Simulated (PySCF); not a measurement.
**Changing the system itself: H2O2Te**

One physical setting of the base script is moved in each run, with the edits that it forces.

Computed with PySCF 2.14.0. Level: each script names its method and basis.

4 further runs of the same task are left out: 1 for a known fault of the program, 3 that didn't finish.

### Step 1. The system as given

H2O2Te: 5 atoms, charge 0, spin multiplicity 1.

Bond lengths: Te1–O2 1.910 Å, Te1–O3 1.910 Å, O2–H4 0.943 Å, O3–H5 0.943 Å. Angles: O2–Te1–O3 98.5°, Te1–O2–H4 109.0°, Te1–O3–H5 109.0°.

### Step 2. The base run

input.py

```python
from pyscf import gto, scf, mp

mol = gto.M(
    atom='Te 0 0.2626 0; O 0.2084 -0.9845 1.4314; O -0.2084 -0.9845 -1.4314; H -0.6443 -1.2652 1.72; H 0.6443 -1.2652 -1.72',
    basis='x2c-svpall',
    charge=0,
    spin=0,
    symmetry=True,
    verbose=3,
)
mf = scf.RHF(mol)
mf = mf.sfx2c1e()
mf.kernel()
mp.MP2(mf, frozen=20).kernel()
mf.dip_moment()
print('orbital energies (hartree):', mf.mo_energy[..., max(0, mol.nelec[1]-3):mol.nelec[0]+3].round(4))
```

Command:

```
$ python input.py
```

The log of this run is left out.

In short: E(SCF) = -6941.104853 Eh, E(MP2) − E(SCF) = -0.49585 Eh, μ = 1.09 D (of the SCF density).

### Step 3. Charge +1 (doublet, UHF)

Edit 1 changes charge: 0 → 1; spin (2S): 0 → 1; SCF type: RHF → UHF.

input.py

```python
from pyscf import gto, scf, mp

mol = gto.M(
    atom='Te 0 0.2626 0; O 0.2084 -0.9845 1.4314; O -0.2084 -0.9845 -1.4314; H -0.6443 -1.2652 1.72; H 0.6443 -1.2652 -1.72',
    basis='x2c-svpall',
    charge=1,
    spin=1,
    symmetry=True,
    verbose=3,
)
mf = scf.UHF(mol)
mf = mf.sfx2c1e()
mf.kernel()
mp.MP2(mf, frozen=20).kernel()
mf.dip_moment()
print('orbital energies (hartree):', [e[max(0, n-3):n+3].round(4) for e, n in zip(mf.mo_energy, mol.nelec)])
```

Command:

```
$ python input.py
```

### Step 4. Coordinates × 0.911

Edit 2 changes geometry: coordinates × 0.98 → coordinates × 0.911.

input.py: that of step 2 with these lines changed.

```diff
@@ -3,3 +3,3 @@
 mol = gto.M(
-    atom='Te 0 0.2626 0; O 0.2084 -0.9845 1.4314; O -0.2084 -0.9845 -1.4314; H -0.6443 -1.2652 1.72; H 0.6443 -1.2652 -1.72',
+    atom='Te 0 0.2441 0; O 0.1938 -0.9152 1.3306; O -0.1938 -0.9152 -1.3306; H -0.599 -1.1761 1.5989; H 0.599 -1.1761 -1.5989',
     basis='x2c-svpall',
```

### Step 5. Electric field 0.05 a.u.

Edit 3 changes electric field: none → 0.05 a.u.; point-group symmetry: on → off.

input.py: that of step 2 with these lines changed.

```diff
@@ -7,3 +7,2 @@
     spin=0,
-    symmetry=True,
     verbose=3,
@@ -12,2 +11,7 @@
 mf = mf.sfx2c1e()
+field = 0.05  # electric field along z, atomic units
+h = mf.get_hcore() + field*mol.intor('int1e_r')[2]
+mf.get_hcore = lambda *args: h
+e_nuc = mol.energy_nuc() - field*mol.atom_charges() @ mol.atom_coords()[:, 2]
+mf.energy_nuc = lambda *args: e_nuc
 mf.kernel()
```

### Step 6. Coordinates × 0.5

Edit 4 changes geometry: coordinates × 0.98 → coordinates × 0.5.

input.py: that of step 2 with these lines changed.

```diff
@@ -3,3 +3,3 @@
 mol = gto.M(
-    atom='Te 0 0.2626 0; O 0.2084 -0.9845 1.4314; O -0.2084 -0.9845 -1.4314; H -0.6443 -1.2652 1.72; H 0.6443 -1.2652 -1.72',
+    atom='Te 0 0.134 0; O 0.1064 -0.5023 0.7303; O -0.1064 -0.5023 -0.7303; H -0.3287 -0.6455 0.8776; H 0.3287 -0.6455 -0.8776',
     basis='x2c-svpall',
```

Q: Predict the outcome of this session. Wanted: for each run, E(SCF); from base; gap, α spin; SCF dipole; after the SCF.

As calculated:

```
                            run  E(SCF) (hartree)  from base (eV)  gap, α spin (eV)  SCF dipole (D)                            after the SCF
                           base      -6941.104853               0             11.17            1.09  MP2 correlation -13.493 eV, core frozen
       charge +1 (doublet, UHF)      -6940.816045         +7.8589             13.12             n/a  MP2 correlation -13.196 eV, core frozen
            coordinates × 0.911      -6941.051350         +1.4559             11.52            0.41  MP2 correlation -13.158 eV, core frozen
       electric field 0.05 a.u.      -6941.151591         -1.2718              9.95            4.86  MP2 correlation -13.542 eV, core frozen
coordinates × 0.5 (poor choice)      -6931.882635       +250.9493             10.06            4.47  MP2 correlation -12.877 eV, core frozen
```

Of the runs whose energies can be compared, “coordinates × 0.5” moves the SCF energy most (+250.949 eV). At the SCF level, going to the doublet with one electron fewer costs 7.86 eV at fixed geometry, against 8.58 eV for the negative of the highest filled level. Rows marked «poor choice» come from settings spoiled on purpose.
